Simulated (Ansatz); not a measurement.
**MnPt2: equation of state with PBEsol**

The system is MnPt2.

```
Pt Mn
1.0
     2.85840    0.00000    0.00000
    -1.42920    2.47545    0.00000
     0.00000    0.00000    6.53250
Pt Mn
2 1
Direct
  0.66667 0.33333 0.31621
  0.33333 0.66667 0.68379
  0.00000 0.00000 0.00000
```

The cell comes from a database or a generator and needn't be the stable form of this composition.

```
Program             : Ansatz 0.2.0
Task                : equation of state
Functional          : PBEsol
Potentials or basis : Ansatz PAW
Cutoff              : 420 eV
Density cutoff      : 1680 eV
k mesh              : 11 × 11 × 4
Occupations         : fermi-dirac, width 0.05 eV
Spin                : collinear spin, ferromagnetic start
Starting moments    : [0.0, 0.0, 4.0] μB
```

```
Equilibrium volume                        : 14.61 Å³/atom
Bulk modulus at fixed shape and positions : 189 GPa
Pressure derivative of the bulk modulus   : 3.4
```

Energy against volume, from the lowest point:
```tsv
volume (Å³/atom)	energy (meV/atom)
14.483	0.00
14.791	0.73
15.099	8.67
15.408	23.22
15.716	43.83
16.024	69.96
16.332	101.02
```

All runs of the series together: 110 s on 2 threads of Intel(R) Xeon(R) Processor @ 2.70GHz, with other jobs on the host.

Caveat: the cell was scaled at fixed shape and fractional positions, which overstates the stiffness of a crystal with free parameters, most of all of layers and chains. Spin-orbit coupling is left out, which matters for the levels of Pt.
